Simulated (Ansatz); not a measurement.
# CdSiN2: the cell at several levels of theory

One table from this session's results is given with a row withheld; the runs are named, their logs left out.

Program: Ansatz 0.2.0. PAW datasets, plane waves, zero pressure. Simulation only: spin-unpolarised, and no claim that this is the phase found in nature.

### The cell

This is the cell as the run starts from it, not yet at rest; its lengths are not the crystal's.

The symmetry is P-4m2 (No. 115, tetragonal); a = 3.059 Å, c = 4.325 Å in the conventional setting, 10.12 Å³ an atom. Cd has 4 N at 1.87 Å; N has 2 Cd at 1.87 Å and 2 Si at 1.87 Å; Si has 4 N at 1.87 Å.

Coordinates:

```cif
data_structure
_symmetry_space_group_name_H-M 'P-4m2'
_symmetry_Int_Tables_number 115
_cell_length_a 3.0585
_cell_length_b 3.0585
_cell_length_c 4.3254
_cell_angle_alpha 90.000
_cell_angle_beta 90.000
_cell_angle_gamma 90.000
_cell_volume 40.46
loop_
_atom_site_label
_atom_site_type_symbol
_atom_site_symmetry_multiplicity
_atom_site_Wyckoff_symbol
_atom_site_fract_x
_atom_site_fract_y
_atom_site_fract_z
_atom_site_occupancy
Cd1 Cd 1 a 0.00000 0.00000 0.00000 1
N1 N 2 g 0.00000 0.50000 0.25000 1
Si1 Si 1 c 0.50000 0.50000 0.50000 1
```

Set-up of the first run:

Input file input.yaml:

```yaml
crystal:
  lattice:
    - [3.0585145425, 0.0, 0.0]
    - [0.0, 3.0585145425, 0.0]
    - [0.0, 0.0, 4.3253927467]
  atoms:
    - { symbol: Cd, position: [0.0, 0.0, 0.0] }
    - { symbol: "N", position: [0.0, 0.5, 0.25] }
    - { symbol: Si, position: [0.5, 0.5, 0.5] }
    - { symbol: "N", position: [0.5, 0.0, 0.75] }
kpoints:
  mp_grid: { grid: [8, 8, 6] }
hamiltonian:
  xc: pbe
scf:
  occupations: { method: fermi_dirac, width: 0.02 }
relax:
  f_tol: 0.005
  cell: {}
```

Run with:

```console
$ ansatz run input.yaml --threads 2 --pin off --max-ram 2211MiB --backend cpu --events-out ev --progress --plain --runs-dir out
```

Among the steps run: PBE: cell and atoms; r2SCAN: cell and atoms; Relaxing with PBEsol; Relaxation with LDA; Relaxing with HSE06.

One table of the session follows, with a row left open; its other results are not shown here.

It belongs to the step «The cells side by side». 

```
 level  a (Å)  c (Å)  volume (Å³/atom)
   PBE  3.063  5.138            12.051
r2SCAN  3.034  5.110            11.760
PBEsol      ?      ?                 ?
   LDA  3.014  5.021            11.405
 HSE06  3.036  5.080            11.704
```

Estimate the missing values for PBEsol.

**Answer.** a (Å): 3.037; c (Å): 5.072; volume (Å³/atom): 11.700. In the column «a (Å)» it lies between HSE06 (3.036) and PBE (3.063).

What this shows: From the start to the first minimum the volume moved by +19.1 %. The volume runs from LDA (least) to PBE (most), a spread of 5.7 %, or 1.9 % in length if all axes shared it alike. The meshes differ: PBE 8×8×6, r2SCAN 8×8×4, PBEsol 8×8×4, LDA 8×8×4, HSE06 6×6×4.
